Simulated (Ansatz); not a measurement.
# C3H10Si2: one species, many methods

An exercise on one series of results from a longer session: the logs are not shown, and one member is left open.

Computed with Ansatz 0.2.0, Gaussian basis. Level: functionals in def2-TZVPP, the program's frozen cores in correlated methods.

The runs, in order: LDA (SPW92), PBE-D4, revPBE-D4, BLYP-D4, r2SCAN-D4, B97M-V, PBE0-D4, B3LYP-D4, r2SCANh-D4, r2SCAN0-D4, HSE06-D4, BHLYP-D4, CAM-B3LYP-D4, LC-ωPBE, ωB97X-V, ωB97M-V, B2PLYP, PBE-QIDH; CCSD(T)/def2-SVP; CCSD(T)/def2-TZVPP; MP2/def2-QZVPP; extrapolation to the limit; RPA on PBE.

## Structure used throughout

The geometry comes from an earlier relaxation with PBE0-D4 in a triple-zeta def2 set; it is a stationary point, not always the lowest conformer.

SMILES `C=C([SiH3])C[SiH3]`, 15 atoms, charge 0, spin multiplicity 1.

Atoms are counted from 1 here; the program's logs count them from 0.

Bond lengths: C1–C2 1.334 Å, C1–H6 1.085 Å, C1–H7 1.089 Å, C2–Si3 1.870 Å, C2–C4 1.501 Å, Si3–H8 1.490 Å, Si3–H9 1.485 Å, Si3–H10 1.488 Å, C4–Si5 1.888 Å, C4–H11 1.096 Å, C4–H12 1.095 Å, Si5–H13 1.486 Å, Si5–H14 1.486 Å, Si5–H15 1.489 Å. Angles: C2–C1–H6 121.9°, C2–C1–H7 121.8°, H6–C1–H7 116.4°, C1–C2–Si3 119.1°, C1–C2–C4 122.1°, Si3–C2–C4 118.8°, C2–Si3–H8 109.6°, C2–Si3–H9 109.5°, C2–Si3–H10 111.3°, H8–Si3–H9 109.6°, H8–Si3–H10 107.2°, H9–Si3–H10 109.5°, C2–C4–Si5 111.5°, C2–C4–H11 111.0°, C2–C4–H12 111.7°, Si5–C4–H11 107.3°, Si5–C4–H12 108.2°, H11–C4–H12 107.0° and more.

Geometry (Å):

```csv
atom,x (Å),y (Å),z (Å)
C1,-0.13217,0.05797,1.89438
C2,-0.39015,-0.19366,0.60970
Si3,-1.99427,0.41748,-0.13268
C4,0.56752,-0.95244,-0.26166
Si5,1.76986,0.20727,-1.14036
H6,-0.81629,0.62559,2.51568
H7,0.77643,-0.29816,2.37662
H8,-2.79879,-0.74211,-0.60900
H9,-2.76121,1.16962,0.89331
H10,-1.74479,1.29397,-1.30923
H11,1.16572,-1.65321,0.33104
H12,0.04412,-1.54219,-1.02163
H13,2.62547,0.88261,-0.12988
H14,1.03109,1.24008,-1.91255
H15,2.63578,-0.56352,-2.07433
```

The first run:

in.yaml reads:

```yaml
crystal:
  periodic: [false, false, false]
  atoms:
    - {symbol: C, position_ang: [-0.132171, 0.057971, 1.894380]}
    - {symbol: C, position_ang: [-0.390154, -0.193659, 0.609699]}
    - {symbol: Si, position_ang: [-1.994273, 0.417477, -0.132683]}
    - {symbol: C, position_ang: [0.567519, -0.952443, -0.261663]}
    - {symbol: Si, position_ang: [1.769859, 0.207271, -1.140359]}
    - {symbol: H, position_ang: [-0.816292, 0.625592, 2.515676]}
    - {symbol: H, position_ang: [0.776429, -0.298155, 2.376619]}
    - {symbol: H, position_ang: [-2.798786, -0.742110, -0.609000]}
    - {symbol: H, position_ang: [-2.761212, 1.169616, 0.893314]}
    - {symbol: H, position_ang: [-1.744794, 1.293965, -1.309235]}
    - {symbol: H, position_ang: [1.165718, -1.653205, 0.331045]}
    - {symbol: H, position_ang: [0.044115, -1.542193, -1.021630]}
    - {symbol: H, position_ang: [2.625468, 0.882610, -0.129881]}
    - {symbol: H, position_ang: [1.031093, 1.240081, -1.912554]}
    - {symbol: H, position_ang: [2.635781, -0.563519, -2.074328]}
basis:
  gaussian: {orbitals: def2-TZVPP}
hamiltonian: {xc: lda}
output: {orbitals: {seedname: orbitals}}
```

Run with:

```
> ansatz run in.yaml --threads 4 --pin off --events-out ev --progress --plain --max-ram 10444MiB
```

Among the steps run: LDA; PBE-D4 (GGA); revPBE-D4 (GGA); BLYP-D4 (GGA); r2SCAN-D4 (meta-GGA); B97M-V (meta-GGA); PBE0-D4 (hybrid); B3LYP-D4 (hybrid); r2SCANh-D4 (hybrid); r2SCAN0-D4 (hybrid); HSE06-D4 (hybrid); BHLYP-D4 (hybrid); CAM-B3LYP-D4 (range-separated); LC-ωPBE (range-separated); ωB97X-V (range-separated); ωB97M-V (range-separated); B2PLYP (double hybrid); PBE-QIDH (double hybrid).

One table of the session follows, with a row left open; its other results are not shown here.

It belongs to the step «Frontier levels by functional». 

```
  functional  HOMO (eV)  gap (eV)
 LDA (SPW92)      -6.45      4.81
      PBE-D4      -6.30      4.87
   revPBE-D4      -6.24      4.89
     BLYP-D4      -6.14      4.87
   r2SCAN-D4      -6.49      5.26
      B97M-V      -6.59      5.31
     PBE0-D4          ?         ?
    B3LYP-D4      -7.15      6.50
  r2SCANh-D4      -6.89      6.02
  r2SCAN0-D4      -7.50      7.15
    HSE06-D4      -6.97      6.13
    BHLYP-D4      -8.28      8.93
CAM-B3LYP-D4      -8.64      9.35
     LC-ωPBE     -10.00     11.82
     ωB97X-V      -9.63     11.37
     ωB97M-V      -9.54     11.12
```

Estimate the missing values for PBE0-D4.

The run gave: HOMO (eV): -7.37; gap (eV): 6.91. In the column «HOMO (eV)» it lies between r2SCAN0-D4 (-7.50) and B3LYP-D4 (-7.15).
